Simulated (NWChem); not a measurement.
# One shape, several levels: Si2H4OF2 (SMILES O[SiH](F)[SiH2]F)

We compute a comparison of 6 runs (HF/STO-3G, HF/3-21G, B3LYP/def2-SVP, B3LYP/6-31G*, M06-2X/def2-SVP, SVWN5/def2-SVP) of Si2H4OF2. 

The calculation is run with NWChem 7.3.0.

47 further runs of the same task are left out: 47 set aside as unsound or not needed. Runs told in other sessions of the task aren't counted.

## 1. The molecule

The species is Si2H4OF2 (9 atoms), meant as a singlet with charge 0. SMILES: `O[SiH](F)[SiH2]F`. One bond was lengthened or shortened from a relaxed shape.

Bond lengths: O1–Si2 1.634 Å, Si2–F3 1.601 Å, Si2–Si4 2.358 Å, Si4–F5 1.612 Å, O1–H6 0.959 Å, Si2–H7 1.702 Å, Si4–H8 1.485 Å, Si4–H9 1.487 Å. Some angles: O1–Si2–F3 110.8°, O1–Si2–Si4 109.5°, F3–Si2–Si4 107.8°, Si2–Si4–F5 106.0°, O1–Si2–H7 106.2°, F3–Si2–H7 107.1°, Si4–Si2–H7 115.4°, Si2–O1–H6 118.4°, Si2–Si4–H8 114.0°, Si2–Si4–H9 111.6°.

## 2. A single-point energy at HF/STO-3G (run 1)

a.nw

```
start a
memory total 2200 mb

geometry noautosym nocenter noautoz
  O        0.647016       1.811956      -0.576037
  Si       0.772116       0.183056      -0.544137
  F        0.789416      -0.414444      -2.029537
  Si      -1.091284      -0.727144       0.577263
  F       -2.331184       0.247856       0.242763
  H       -0.211484       2.200156      -0.756137
  H        2.284600      -0.163900       0.153800
  H       -1.450284      -2.098644       0.135563
  H       -0.898784      -0.723044       2.051263
end

basis spherical bse
  * library STO-3G
end

scf
  singlet
  rhf
  thresh 1e-08
  maxiter 80
end

task scf energy
```

Run with:

```
$ nwchem a.nw > a.out
```

Log:

```text
[...]
  functions       =    37
[...]
  wavefunction    = RHF
[...]
         Total SCF energy =   -843.472048081075
      One-electron energy =  -1791.475998924741
      Two-electron energy =    641.382241160313
 Nuclear repulsion energy =    306.621709683354
        Time for solution =      2.7s
[...]
```

Wall time 3.6 s (1 thread of Intel Xeon Platinum 8259CL at 2.50GHz (Skylake/Cascade Lake), shared host); peak memory 0.099 GiB.

## 3. The energy at HF/3-21G (run 2)

m1.nw

```
START m1
memory total 2200 mb

GEOMETRY units au noautosym nocenter noautoz
  O   1.22268304  3.42410059 -1.08855217
  Si  1.45908778  0.34592571 -1.02826990
  F   1.49178004 -0.78318565 -3.83526909
  Si -2.06222788 -1.37410301  1.09086897
  F  -4.40529931  0.46837996  0.45875558
  H  -0.39964684  4.15769227 -1.42889184
  H   4.31726830 -0.30972611  0.29063988
  H  -2.74063956 -3.96586239  0.25617694
  H  -1.69845561 -1.36635514  3.87632528
END

BASIS spherical bse
  O library 3-21G
  Si library 3-21G
  F library 3-21G
  H library 3-21G
END

SCF
  thresh 1e-08
  maxiter 80
END

TASK scf
```

Run with:

```
$ nwchem m1.nw > m1.out
```

Log:

```text
[...]
  functions       =    61
[...]
  wavefunction    = RHF
[...]
         Total SCF energy =   -849.493075575085
      One-electron energy =  -1791.951915815904
      Two-electron energy =    635.837152672559
 Nuclear repulsion energy =    306.621687568261
        Time for solution =      3.3s
[...]
```

Run time: 4.2 s. Hardware: 1 thread of Intel Xeon Platinum 8259CL at 2.50GHz (Skylake/Cascade Lake), shared host; peak memory 0.099 GiB.

Runs 3 to 5 aren't shown in full; the table further down has their settings and results.

## 4. The energy at SVWN5/def2-SVP (run 6)

m1.xyz

```xyz
9
F2H4OSi2 energy
O      0.647016     1.811956    -0.576037
Si     0.772116     0.183056    -0.544137
F      0.789416    -0.414444    -2.029537
Si    -1.091284    -0.727144     0.577263
F     -2.331184     0.247856     0.242763
H     -0.211484     2.200156    -0.756137
H      2.284600    -0.163900     0.153800
H     -1.450284    -2.098644     0.135563
H     -0.898784    -0.723044     2.051263
```

run.py

```python
from ase.io import read
from ase.calculators.nwchem import NWChem

atoms = read('m1.xyz')

calc = NWChem(
    label='m1',
    theory='dft',
    memory='2200 mb',
    basis='def2-SVP',
    basispar='spherical bse',
    dft={'xc': 'slater vwn_5', 'mult': '1', 'grid': 'fine', 'convergence': 'energy 1e-08', 'iterations': '100', 'mulliken': None},
    task='energy',
)
atoms.calc = calc

print(f"energy = {atoms.get_potential_energy():.6f} eV")
print("dipole (e A):", atoms.get_dipole_moment().round(4))
```

Run with:

```
$ export ASE_NWCHEM_COMMAND="nwchem PREFIX.nwi > PREFIX.nwo"
$ python run.py
```

Log:

```text
energy = -23181.336450 eV
dipole (e A): [-0.1394  0.0041  0.1597]
```

The calculator wrote m1.nwi:

```
title "m1"

permanent_dir m1

scratch_dir m1

start m1

geometry units angstrom nocenter noautosym noautoz
  O  6.4701600000000004e-01 1.8119559999999999e+00 -5.7603700000000002e-01
  Si 7.7211600000000002e-01 1.8305600000000000e-01 -5.4413699999999998e-01
  F  7.8941600000000001e-01 -4.1444399999999998e-01 -2.0295369999999999e+00
  Si -1.0912839999999999e+00 -7.2714400000000001e-01 5.7726299999999997e-01
  F  -2.3311839999999999e+00 2.4785599999999999e-01 2.4276300000000001e-01
  H  -2.1148400000000001e-01 2.2001559999999998e+00 -7.5613699999999995e-01
  H  2.2846000000000002e+00 -1.6389999999999999e-01 1.5379999999999999e-01
  H  -1.4502839999999999e+00 -2.0986440000000002e+00 1.3556299999999999e-01
  H  -8.9878400000000003e-01 -7.2304400000000002e-01 2.0512630000000001e+00
end

memory 2200 mb

basis spherical bse noprint
   * library def2-SVP
end

dft
  xc slater vwn_5
  mult 1
  grid fine
  convergence energy 1e-08
  iterations 100
  mulliken
end

task dft energy
```

m1.nwo (excerpt; [...] marks lines left out):

```text
[...]
      One electron energy =    -1797.487947274329
[... 1 line left out ...]
    Exchange-Corr. energy =      -68.695660835535
[... 6 lines left out ...]
                       DFT Final Molecular Orbital Analysis
[... 705 lines left out ...]
     -------------------------------------------
[...]
```

Wall time 17 s (1 thread of Intel Xeon Platinum 8259CL at 2.50GHz (Skylake/Cascade Lake), shared host); peak memory 0.12 GiB.

## 5. All runs side by side

```tsv
run	level	iteration cap	module	energy (Eh)	dipole moment (D)	HOMO energy (eV)	LUMO energy (eV)	wall time
1	HF/STO-3G	80	scf	-843.472048	1.18	-7.81	9.37	3.6 s
2	HF/3-21G	80	scf	-849.493076	1.79	-11.20	2.62	4.2 s
3	B3LYP/def2-SVP	100	dft	-856.072294	–	–	–	24 s
4	B3LYP/6-31G* (Cartesian functions)	100	dft	-856.432935	1.16	-7.81	-0.99	29 s
5	M06-2X/def2-SVP	100	dft	-855.900088	1.17	-9.28	0.04	31 s
6	SVWN5/def2-SVP	100	dft	-851.898409	1.02	-6.83	-1.87	17 s
```

## 6. Outcome

| quantity | value |
| --- | --- |
| run 6: total energy | -851.89841 Eh |
| run 6: dipole moment | 1.02 D |
| run 6: HOMO energy | -6.83 eV |
| run 6: LUMO energy | -1.87 eV |
| run 6: HOMO–LUMO gap | 4.95 eV |

**Reading.** Over runs 1, 2, 4, 5, 6 the dipole moment (its size) runs from 1.02 D (SVWN5/def2-SVP) to 1.79 D (HF/3-21G). The two ends differ in method and basis. Over runs 1, 2, 4, 5, 6 the HOMO–LUMO gap runs from 4.95 eV (SVWN5/def2-SVP) to 17.18 eV (HF/STO-3G). Totals of different functionals can't be ranked against each other. In run 1 the basis is minimal, so the values are rough. All runs together took 1.8 min, the longest 31 s.
